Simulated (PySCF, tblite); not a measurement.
**C5H5F4Ga: geometry, infrared bands and NMR shifts**

What infrared bands and NMR shifts should C5H5F4Ga (`C=C[CH2][Ga]([F])[C](F)=C(F)F`) show?

Programs: tblite 0.8.0 and PySCF 2.14.0, with density-fitted response routines of our own. Each step states its level of theory. These are calculated values for one molecule in the gas phase, unless marked as measured. Atoms count from 0, in the outputs and in this text.

**1. The molecule as given**

15 atoms, charge 0, multiplicity 1; geometry from: force field or distance geometry start.

Bonds of the start (Å): C0–C1 1.34, C1–C2 1.49, C2–Ga3 1.97, Ga3–F4 1.98, Ga3–C5 2.17, C5–F6 1.35, C5–C7 1.34, C7–F8 1.37, C7–F9 1.37, C0–H10 1.07, C0–H11 1.08, C1–H12 1.05, C2–H13 1.10, C2–H14 1.11.

**2. Geometry optimisation with GFN2-xTB**

What the job is given:

```
{"job": {"kind": "relax", "xc": "GFN2-xTB", "basis": "xTB"}, "charge": 0, "multiplicity": 1}
C      2.494100     0.757800     0.636500
C      2.252900    -0.001800    -0.446300
C      1.023900    -0.846100    -0.553600
Ga    -0.379200    -0.875600     0.835700
F     -1.477500    -2.435000     0.300000
C     -1.795000     0.713700     0.433100
F     -1.358300     1.933000     0.055200
C     -3.104200     0.484000     0.567100
F     -3.517600    -0.766100     0.947900
F     -4.035000     1.460200     0.318400
H      1.812300     0.827200     1.460600
H      3.413400     1.331300     0.638800
H      2.965400    -0.030500    -1.222800
H      0.437300    -0.619800    -1.457200
H      1.263000    -1.924300    -0.477900
```

Command:

```bash
> OMP_NUM_THREADS=1 python probes_run.py task.json out
```

One launch serves the whole session: the jobs run in the order shown.

**Question.** This job is followed by: GFN2-xTB harmonic vibrations, gas phase; GIAO PBE0/pcSseg-1 NMR shielding, non-relativistic, gas phase. Predict these results of the whole session: strongest single infrared mode (GFN2-xTB); zero-point energy (GFN2-xTB); 13C shifts against TMS (PBE0/pcSseg-1); 1H shifts against TMS (PBE0/pcSseg-1, means over atoms taken as alike); 19F shifts against CFCl3 (PBE0/pcSseg-1); shieldings of Ga (PBE0/pcSseg-1).

**Answer**, as computed:

| quantity | value |
| --- | --- |
| strongest single infrared mode (GFN2-xTB) | 1729 cm⁻¹, 288 km/mol |
| zero-point energy (GFN2-xTB) | 53.3 kcal/mol |
| 13C shifts against TMS (PBE0/pcSseg-1) | 170.3, 144.8, 142.9, 125.7, 33.8 ppm |
| 1H shifts against TMS (PBE0/pcSseg-1, means over atoms taken as alike) | 6.52, 5.47, 5.30, 2.58 ppm |
| 19F shifts against CFCl3 (PBE0/pcSseg-1) | -86.9, -118.2, -140.4, -202.3 ppm |
| shieldings of Ga (PBE0/pcSseg-1) | Ga3 1453.8 ppm |

In words: Over 131 steps the energy fell by 1.280 eV; of the close pairs, Ga3–F4 changed most, 1.981 to 1.753 Å. No mode is imaginary among the 39: a minimum at this level. The strongest single mode, at 1729 cm⁻¹, moves mainly C7 and C5. Unscaled tight-binding wavenumbers are off by several per cent, some by more. Its intensities can rank the bands wrongly. H12 (hydrogen on an alkene CH) lies farthest downfield among hydrogen, at 6.52 ppm; a vinylic proton, deshielded by the sp2 carbon and the C=C anisotropy. At PBE0/pcSseg-1: The largest span, 490 ppm, is at Ga3, where the paramagnetic term is -1186 ppm. Spin-orbit coupling is left out, which matters for shieldings and couplings at and beside the heavy atoms.
